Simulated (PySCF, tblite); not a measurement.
# C4H14O2Si3: geometry, infrared bands and NMR shifts

What infrared bands and NMR shifts should C4H14O2Si3 (`C=C(C)[SiH2][Si@H](OC)O[SiH3]`) show?

The runs use tblite 0.8.0 and PySCF 2.14.0, with density-fitted response routines of our own; the level of theory stands in each step. All values are computed, except where a source is named. Atoms are numbered from 0 throughout.

### Step 1. The molecule as given

23 atoms, charge 0, multiplicity 1; geometry from: force field or distance geometry start.

Bonds of the start (Å): C0–C1 1.35, C1–C2 1.48, C1–Si3 1.83, Si3–Si4 2.19, Si4–O5 1.71, O5–C6 1.39, Si4–O7 1.73, O7–Si8 1.73, C0–H9 1.09, C0–H10 1.09, C2–H11 1.12, C2–H12 1.12, C2–H13 1.11, Si3–H14 1.48, Si3–H15 1.48, Si4–H16 1.49, C6–H17 1.08, C6–H18 1.11, C6–H19 1.10, Si8–H20 1.50, Si8–H21 1.46, Si8–H22 1.48.

### Step 2. Geometry optimisation with GFN2-xTB

The job: settings as JSON, then the geometry in Å.

```
{"job": {"kind": "relax", "xc": "GFN2-xTB", "basis": "xTB"}, "charge": 0, "multiplicity": 1}
C      3.609900    -1.317600     0.389600
C      2.566800    -0.487700     0.152400
C      2.841400     0.885800    -0.327800
Si     0.821900    -0.969000     0.417900
Si    -0.655200     0.519200    -0.206900
O     -1.635200     1.159600     1.037300
C     -2.688600     1.922700     0.546100
O     -1.750000    -0.287400    -1.279800
Si    -2.770100    -1.362000    -0.383700
H      3.339500    -2.306000     0.752400
H      4.635200    -1.002400     0.222700
H      2.032600     1.594900    -0.027800
H      3.778800     1.219200     0.189100
H      3.042200     0.939900    -1.416300
H      0.648800    -1.243600     1.857900
H      0.582800    -2.256600    -0.279100
H     -0.075200     1.610300    -1.039300
H     -2.445200     2.977300     0.509900
H     -3.574200     1.790800     1.208300
H     -3.006300     1.634700    -0.465100
H     -4.006900    -0.623400     0.034100
H     -3.193500    -2.510400    -1.175000
H     -2.104200    -1.861300     0.839200
```

Command:

```bash
$ OMP_NUM_THREADS=1 python probes_run.py task.json out
```

The driver reads the jobs from task.json and runs them one after another.

The program printed:

```text
step      E/eV     max force
  0    -791.59222    2.791
  1    -791.95746    1.825
  2    -792.10413    1.001
  3    -792.17751    0.789
  4    -792.26308    0.552
  5    -792.29999    0.509
  6    -792.35307    0.536
  7    -792.39968    0.588
  8    -792.43948    0.467
  9    -792.47205    0.386
 10    -792.50193    0.493
 11    -792.53384    0.536
 12    -792.57103    0.450
 13    -792.60156    0.294
 14    -792.61865    0.245
 15    -792.63090    0.293
 16    -792.64496    0.286
 17    -792.65811    0.267
 18    -792.67137    0.245
 19    -792.68511    0.265
 20    -792.70173    0.340
 21    -792.72234    0.296
 22    -792.74233    0.317
 23    -792.75686    0.257
 24    -792.76789    0.247
 25    -792.77781    0.225
 26    -792.78749    0.278
 27    -792.79716    0.257
 28    -792.80451    0.189
 29    -792.80987    0.165
 30    -792.81389    0.180
 31    -792.81741    0.171
 32    -792.82068    0.116
 33    -792.82460    0.163
 34    -792.82807    0.162
 35    -792.83248    0.152
 36    -792.83592    0.106
 37    -792.83849    0.106
 38    -792.84104    0.131
 39    -792.84388    0.158
 40    -792.84663    0.165
 41    -792.84909    0.105
 42    -792.85154    0.109
 43    -792.85460    0.127
 44    -792.85747    0.140
 45    -792.85999    0.095
 46    -792.86192    0.083
 47    -792.86347    0.080
 48    -792.86498    0.108
 49    -792.86644    0.098
 50    -792.86770    0.070
 51    -792.86891    0.075
 52    -792.87055    0.091
 53    -792.87292    0.119
 54    -792.87559    0.117
 55    -792.87755    0.093
 56    -792.87872    0.075
 57    -792.87968    0.068
 58    -792.88073    0.097
 59    -792.88174    0.085
 60    -792.88261    0.062
 61    -792.88341    0.058
 62    -792.88435    0.069
 63    -792.88556    0.093
 64    -792.88689    0.090
 65    -792.88795    0.086
 66    -792.88879    0.074
 67    -792.88951    0.058
 68    -792.89045    0.106
 69    -792.89137    0.131
 70    -792.89251    0.120
 71    -792.89369    0.068
 72    -792.89441    0.052
 73    -792.89513    0.067
 74    -792.89598    0.079
 75    -792.89675    0.066
 76    -792.89736    0.044
 77    -792.89792    0.050
 78    -792.89862    0.066
 79    -792.89952    0.088
 80    -792.90073    0.093
 81    -792.90194    0.081
 82    -792.90296    0.089
 83    -792.90407    0.094
 84    -792.90550    0.094
 85    -792.90665    0.067
 86    -792.90752    0.054
 87    -792.90816    0.066
 88    -792.90912    0.079
 89    -792.91011    0.082
 90    -792.91100    0.058
 91    -792.91161    0.055
 92    -792.91211    0.057
 93    -792.91266    0.070
 94    -792.91332    0.067
 95    -792.91388    0.065
 96    -792.91442    0.055
 97    -792.91501    0.041
 98    -792.91549    0.037
 99    -792.91589    0.037
100    -792.91624    0.034
101    -792.91656    0.032
102    -792.91683    0.038
103    -792.91706    0.037
104    -792.91732    0.043
105    -792.91763    0.039
106    -792.91797    0.037
107    -792.91823    0.031
108    -792.91841    0.026
109    -792.91858    0.030
110    -792.91876    0.030
111    -792.91892    0.029
112    -792.91902    0.021
113    -792.91911    0.025
114    -792.91922    0.026
115    -792.91939    0.025
116    -792.91959    0.032
117    -792.91986    0.042
118    -792.92017    0.047
119    -792.92051    0.038
120    -792.92084    0.035
121    -792.92111    0.043
122    -792.92132    0.050
123    -792.92160    0.046
124    -792.92206    0.044
125    -792.92242    0.045
126    -792.92294    0.042
127    -792.92337    0.037
128    -792.92375    0.042
129    -792.92407    0.055
130    -792.92439    0.049
131    -792.92467    0.042
132    -792.92477    0.053
133    -792.92493    0.048
134    -792.92509    0.020
135    -792.92519    0.016
136    -792.92533    0.016
137    -792.92539    0.017
138    -792.92547    0.022
139    -792.92555    0.022
140    -792.92566    0.022
141    -792.92577    0.022
142    -792.92590    0.020
143    -792.92603    0.023
144    -792.92618    0.024
145    -792.92630    0.017
146    -792.92640    0.019
147    -792.92649    0.020
148    -792.92661    0.027
149    -792.92676    0.033
150    -792.92695    0.028
151    -792.92709    0.032
152    -792.92723    0.030
153    -792.92735    0.029
154    -792.92752    0.024
155    -792.92763    0.026
156    -792.92774    0.033
157    -792.92784    0.029
158    -792.92795    0.022
159    -792.92807    0.021
160    -792.92820    0.028
161    -792.92834    0.028
162    -792.92850    0.028
163    -792.92864    0.027
164    -792.92875    0.020
165    -792.92880    0.023
166    -792.92885    0.019
167    -792.92891    0.023
168    -792.92903    0.025
169    -792.92912    0.020
170    -792.92918    0.016
171    -792.92922    0.012
172    -792.92926    0.011
173    -792.92930    0.014
174    -792.92936    0.023
175    -792.92944    0.030
176    -792.92954    0.031
177    -792.92967    0.027
178    -792.92982    0.032
179    -792.92997    0.035
180    -792.93015    0.032
181    -792.93037    0.032
182    -792.93067    0.033
183    -792.93101    0.038
184    -792.93137    0.039
185    -792.93176    0.042
186    -792.93230    0.053
187    -792.93315    0.072
188    -792.93254    0.155
189    -792.93467    0.071
190    -792.93528    0.057
191    -792.93610    0.091
192    -792.93656    0.083
193    -792.93718    0.057
194    -792.93815    0.046
195    -792.93866    0.060
196    -792.93894    0.053
197    -792.93930    0.049
198    -792.93995    0.049
199    -792.94026    0.057
200    -792.94067    0.052
201    -792.94102    0.055
202    -792.94134    0.063
203    -792.94181    0.050
204    -792.94256    0.043
205    -792.94286    0.045
206    -792.94311    0.051
207    -792.94329    0.044
208    -792.94358    0.032
209    -792.94379    0.031
210    -792.94409    0.031
211    -792.94429    0.039
212    -792.94457    0.041
213    -792.94475    0.038
214    -792.94494    0.037
215    -792.94508    0.030
216    -792.94529    0.034
217    -792.94545    0.033
218    -792.94578    0.032
219    -792.94606    0.032
220    -792.94630    0.032
221    -792.94653    0.039
222    -792.94680    0.044
223    -792.94705    0.035
224    -792.94734    0.036
225    -792.94750    0.036
226    -792.94770    0.041
227    -792.94796    0.037
228    -792.94819    0.028
229    -792.94828    0.026
230    -792.94838    0.025
231    -792.94845    0.034
232    -792.94855    0.024
233    -792.94862    0.011
234    -792.94866    0.012
235    -792.94870    0.017
236    -792.94875    0.015
237    -792.94881    0.018
238    -792.94887    0.016
239    -792.94892    0.015
240    -792.94896    0.015
241    -792.94899    0.016
242    -792.94904    0.015
243    -792.94908    0.012
244    -792.94912    0.011
245    -792.94917    0.015
246    -792.94921    0.015
247    -792.94924    0.014
248    -792.94927    0.012
249    -792.94929    0.012
250    -792.94932    0.014
251    -792.94935    0.013
252    -792.94937    0.011
253    -792.94939    0.010
```

Wall time 3.1 s (1 thread of Arm Neoverse V1, shared host).

Relaxation path: (not every step is listed)

```tsv
step	energy from step 0 (eV)	largest force (eV/Å)
0	0.0000	2.7912
1	-0.3652	1.8254
2	-0.5119	1.0009
3	-0.5853	0.7895
4	-0.6709	0.5524
5	-0.7078	0.5089
6	-0.7609	0.5364
7	-0.8075	0.5884
8	-0.8473	0.4668
32	-1.2285	0.1165
56	-1.2865	0.0751
80	-1.3085	0.0930
104	-1.3251	0.0431
128	-1.3315	0.0416
152	-1.3350	0.0296
176	-1.3373	0.0312
200	-1.3484	0.0522
224	-1.3551	0.0362
248	-1.3570	0.0117
249	-1.3571	0.0118
250	-1.3571	0.0145
251	-1.3571	0.0135
252	-1.3572	0.0110
253	-1.3572	0.0100
```

Close pairs (by a distance rule), those that changed most:

```tsv
bond	before (Å)	after (Å)	change (Å)
O7–Si8	1.732	1.613	-0.118
Si3–Si4	2.188	2.290	+0.103
Si4–O7	1.732	1.632	-0.100
Si4–O5	1.708	1.627	-0.081
C1–Si3	1.829	1.893	+0.063
Si8–H20	1.500	1.466	-0.034
C2–H12	1.121	1.089	-0.032
C0–C1	1.354	1.326	-0.028
```

The next job starts from the end point, and lists it.

### Step 3. Harmonic vibrations with GFN2-xTB

The job: settings as JSON, then the geometry in Å.

```
{"job": {"kind": "ir", "xc": "GFN2-xTB", "basis": "xTB"}, "charge": 0, "multiplicity": 1}
C      3.561903    -1.092359    -0.286430
C      2.623571    -0.339297     0.270733
C      2.874713     1.106003     0.583273
Si     0.899351    -0.990701     0.700536
Si    -0.671915     0.116195    -0.545212
O     -1.106802     1.338128     0.437384
C     -2.251284     2.136369     0.359882
O     -1.954425    -0.845315    -0.850172
Si    -3.298547    -1.672854    -0.515864
H      3.393496    -2.132688    -0.506573
H      4.538700    -0.707869    -0.543692
H      2.860198     1.256536     1.662210
H      3.837729     1.439061     0.199713
H      2.088120     1.727084     0.156052
H      0.747152    -0.856907     2.165346
H      0.902571    -2.442505     0.446103
H     -0.413469     0.611060    -1.904878
H     -2.157506     2.866004    -0.447960
H     -2.363260     2.660546     1.309806
H     -3.135941     1.521282     0.176773
H     -4.430587    -0.804869    -0.852120
H     -3.232926    -2.856999    -1.366983
H     -3.315592    -2.008920     0.908029
```

The program printed:

```text
mode    cm-1     km/mol
  1      -2.1      0.09
  2      14.2      0.15
  3      32.6      0.01
  4      42.6      0.69
  5      61.9      0.25
  6      77.6      0.87
  7     102.5      4.53
  8     105.0      0.50
  9     112.9      0.40
 10     132.3      0.50
 11     149.8      7.21
 12     226.1     12.34
 13     244.9      6.14
 14     321.7     28.54
 15     363.2      6.64
 16     381.8      4.83
 17     429.7     51.08
 18     470.7      6.83
 19     570.6     17.01
 20     577.1      2.95
 21     607.2     32.97
 22     619.9     55.26
 23     637.1    110.57
 24     660.2    487.39
 25     680.2    114.57
 26     707.4    212.92
 27     751.6      2.42
 28     764.8    130.77
 29     772.6    223.21
 30     790.6    275.48
 31     799.7    183.27
 32     832.3    365.22
 33     905.4     33.40
 34     963.9      7.29
 35    1010.8     11.34
 36    1038.6      0.34
 37    1081.8    573.26
 38    1120.8    245.45
 39    1129.6      1.11
 40    1148.2     47.81
 41    1215.5      1.74
 42    1398.0      4.72
 43    1412.0      0.11
 44    1423.6      0.55
 45    1480.7      2.97
 46    1481.9      6.69
 47    1487.8      1.37
 48    1489.2      2.17
 49    1683.3      5.50
 50    2121.5    232.56
 51    2165.7    245.76
 52    2172.6    342.93
 53    2224.7    413.42
 54    2252.7    308.58
 55    2284.5    212.95
 56    2948.7     38.57
 57    2959.4     41.06
 58    2987.2     28.47
 59    2999.5     29.91
 60    3012.0     33.54
 61    3017.9     26.65
 62    3057.8     65.23
 63    3112.8     39.44
```

It took 1.5 s on 1 thread of Arm Neoverse V1, shared host.

The strongest bands and the atoms that carry them (share of the mass-weighted mode):

```tsv
cm⁻¹	km/mol	atoms
660	487.4	H16 29 %, H15 16 %, Si3 12 %
791	275.5	H20 46 %, H22 39 %
832	365.2	H20 27 %, H21 26 %, H22 24 %, Si8 13 %
1082	573.3	O7 70 %
2166	245.8	H15 86 %
2173	342.9	H16 85 %
2225	413.4	H20 85 %, H22 11 %
2253	308.6	H22 81 %
```

### Step 4. NMR shieldings: PBE0/pcSseg-1

The job, as its differences from that of step 3:

```diff
@@ -1,2 +1,2 @@
-{"job": {"kind": "ir", "xc": "GFN2-xTB", "basis": "xTB"}, "charge": 0, "multiplicity": 1}
+{"job": {"kind": "nmr", "xc": "PBE0", "basis": "pcSseg-1"}, "charge": 0, "multiplicity": 1}
 C      3.561903    -1.092359    -0.286430
```

Method: GIAO PBE0/pcSseg-1 NMR shielding, non-relativistic, gas phase.

The program printed:

```text
coarse grid: 20072 points
cycle   1  E = -1178.7995362086  dE =  8.956e-01  |g| = 1.004e+00  |ddm| = 4.281e+00
cycle   2  E = -1178.5315960566  dE =  2.679e-01  |g| = 1.555e+00  |ddm| = 2.181e+00
cycle   3  E = -1178.9824827037  dE = -4.509e-01  |g| = 1.149e-01  |ddm| = 1.549e+00
cycle   4  E = -1178.9846370001  dE = -2.154e-03  |g| = 5.553e-02  |ddm| = 1.575e-01
cycle   5  E = -1178.9853684929  dE = -7.315e-04  |g| = 1.392e-02  |ddm| = 5.872e-02
cycle   6  E = -1178.9853987933  dE = -3.030e-05  |g| = 5.404e-03  |ddm| = 1.391e-02
cycle   7  E = -1178.9854044689  dE = -5.676e-06  |g| = 7.785e-04  |ddm| = 4.884e-03
final grid: 178240 points
cycle   8  E = -1179.0581248579  dE = -2.721e-05  |g| = 1.226e-02  |ddm| = 2.584e-02
cycle   9  E = -1179.0580991915  dE =  2.567e-05  |g| = 1.706e-02  |ddm| = 2.116e-02
cycle  10  E = -1179.0581539169  dE = -5.473e-05  |g| = 1.444e-03  |ddm| = 1.321e-02
cycle  11  E = -1179.0581543547  dE = -4.378e-07  |g| = 1.774e-04  |ddm| = 1.353e-03
cycle  12  E = -1179.0581543615  dE = -6.752e-09  |g| = 5.964e-05  |ddm| = 2.530e-04
cycle  13  E = -1179.0581543622  dE = -7.828e-10  |g| = 2.619e-05  |ddm| = 9.974e-05
converged SCF energy = -1179.0581543622

GIAO shielding tensors (ppm)
atom      isotropic    diamagn.    paramagn.     s11        s22        s33       span
  0 C       51.434     250.611    -199.177    -60.990     75.197    140.095    201.085
  1 C       38.471     264.468    -225.997    -76.061     15.363    176.111    252.172
  2 C      157.725     247.849     -90.124    143.672    144.969    184.534     40.863
  3 Si     420.140     885.753    -465.613    369.184    427.783    463.453     94.270
  4 Si     365.711     882.867    -517.156    340.408    360.884    395.841     55.433
  5 O      291.624     404.570    -112.945    228.780    288.499    357.594    128.813
  6 C      133.889     241.281    -107.393    105.536    112.108    184.022     78.487
  7 O      289.122     401.586    -112.464    220.467    290.143    356.755    136.288
  8 Si     393.803     880.656    -486.853    352.302    364.434    464.672    112.370
  9 H       26.074      31.855      -5.781     22.959     24.329     30.934      7.975
 10 H       25.752      29.666      -3.914     22.311     25.215     29.729      7.418
 11 H       29.626      29.624       0.001     26.250     28.019     34.608      8.357
 12 H       29.767      29.947      -0.180     26.226     28.068     35.007      8.781
 13 H       29.792      32.551      -2.759     25.014     30.302     34.060      9.045
 14 H       27.407      32.647      -5.240     24.906     25.998     31.317      6.411
 15 H       27.744      33.736      -5.991     24.182     27.142     31.910      7.727
 16 H       26.293      32.367      -6.073     22.759     25.002     31.118      8.358
 17 H       27.900      28.195      -0.294     23.753     25.504     34.444     10.691
 18 H       27.619      28.149      -0.529     23.371     25.412     34.075     10.704
 19 H       27.721      29.228      -1.508     22.381     27.344     33.437     11.057
 20 H       26.477      28.677      -2.200     22.904     25.131     31.396      8.493
 21 H       26.549      29.106      -2.557     22.890     24.844     31.914      9.024
 22 H       26.515      30.381      -3.867     23.117     25.283     31.145      8.028
```

It took 65 s on 1 thread of Arm Neoverse V1, shared host; peak memory 1.1 GiB.

Shifts follow as δ = σ(reference) − σ, with reference shieldings (ppm) from runs at the same level and on the same kind of geometry: ¹H TMS 31.72, ¹³C TMS 186.9, ²⁹Si TMS 349.2, ¹⁷O H2O 336.1. The references are single molecules in the gas phase, so shifts against H2O, NH3, PH3, H3PO4 or CFCl3 are not on the usual liquid scales and can be off by tens of ppm. Atoms listed in one row are averaged.

```tsv
atoms	environment	σ (ppm)	δ (ppm)	δ scaled to CDCl3
C1	fully substituted alkene carbon	38.5	148.5	143.0
C0	terminal =CH2 carbon	51.4	135.5	130.3
C6	methyl carbon bonded to O	133.9	53.0	49.8
C2	allylic methyl carbon	157.7	29.2	26.6
H10	hydrogen on a terminal =CH2 carbon	25.75	5.97	5.73
H9	hydrogen on a terminal =CH2 carbon	26.07	5.64	5.43
H16	hydrogen on a silicon bonded to 2 O, Si	26.29	5.42	–
H20, H21, H22	hydrogen on a silicon bonded to O	26.51	5.20	–
H14	hydrogen on a silicon bonded to C, Si	27.41	4.31	–
H15	hydrogen on a silicon bonded to C, Si	27.74	3.97	–
H17, H18, H19	hydrogen on a methyl carbon bonded to O	27.75	3.97	3.85
H11, H12, H13	hydrogen on an allylic methyl carbon	29.73	1.99	1.98
Si4	silicon bonded to 2 O, Si, H	365.7	-16.6	–
Si8	silicon bonded to O, 3 H	393.8	-44.6	–
Si3	silicon bonded to C, Si, 2 H	420.1	-71.0	–
O7	oxygen bonded to 2 Si	289.1	47.0	–
O5	oxygen bonded to C, Si	291.6	44.5	–
```

The scaled column applies a straight-line fit of computed shieldings to shifts measured in CDCl3 (root-mean-square error 0.16 ppm for H, 1.9 ppm for C).

The run also stored atomic charges by several schemes (e):

```tsv
atoms	Mulliken	IAO	Hirshfeld	ESP fit
C0	-0.09	-0.31	-0.10	-0.53
C1	-0.61	-0.23	-0.08	0.22
C2	-0.18	-0.42	-0.12	-0.51
Si3	0.32	0.41	0.23	-0.04
Si4	0.96	1.07	0.38	0.62
O5	-0.65	-0.65	-0.23	-0.36
C6	-0.01	-0.19	-0.03	-0.13
O7	-0.73	-0.89	-0.31	-0.42
Si8	0.72	0.88	0.39	0.56
```

Mayer bond orders: C0–C1 1.98, C1–C2 1.04, C1–Si3 0.85, Si3–Si4 0.88, Si4–O5 0.96, O5–C6 0.90, Si4–O7 0.90, O7–Si8 0.93.

### Step 5. Outcome

| quantity | value |
| --- | --- |
| strongest single infrared mode (GFN2-xTB) | 1082 cm⁻¹, 573 km/mol |
| zero-point energy (GFN2-xTB) | 102.7 kcal/mol |
| ¹³C shifts against TMS (PBE0/pcSseg-1) | 148.5, 135.5, 53.0, 29.2 ppm |
| ¹H shifts against TMS (PBE0/pcSseg-1, means over atoms taken as alike) | 5.97, 5.64, 5.42, 5.20, 4.31, 3.97, 3.97, 1.99 ppm |
| ²⁹Si shifts against TMS (PBE0/pcSseg-1) | -16.6, -44.6, -71.0 ppm |
| ¹⁷O shifts against H2O (PBE0/pcSseg-1) | 47.0, 44.5 ppm |

Over 253 steps the energy fell by 1.357 eV; of the close pairs, O7–Si8 changed most, 1.732 to 1.613 Å. The lowest mode is slightly imaginary (2i cm⁻¹), a soft motion within the noise of the Hessian, so the minimum is not strictly shown. The strongest single mode, at 1082 cm⁻¹, moves mainly O7. Unscaled tight-binding wavenumbers are off by several per cent, some by more. Its intensities can rank the bands wrongly. The most deshielded carbon is C1 (fully substituted alkene carbon), at 148.5 ppm: the olefinic region. At PBE0/pcSseg-1: The largest span, 252 ppm, is at C1, where the paramagnetic term is -226 ppm.
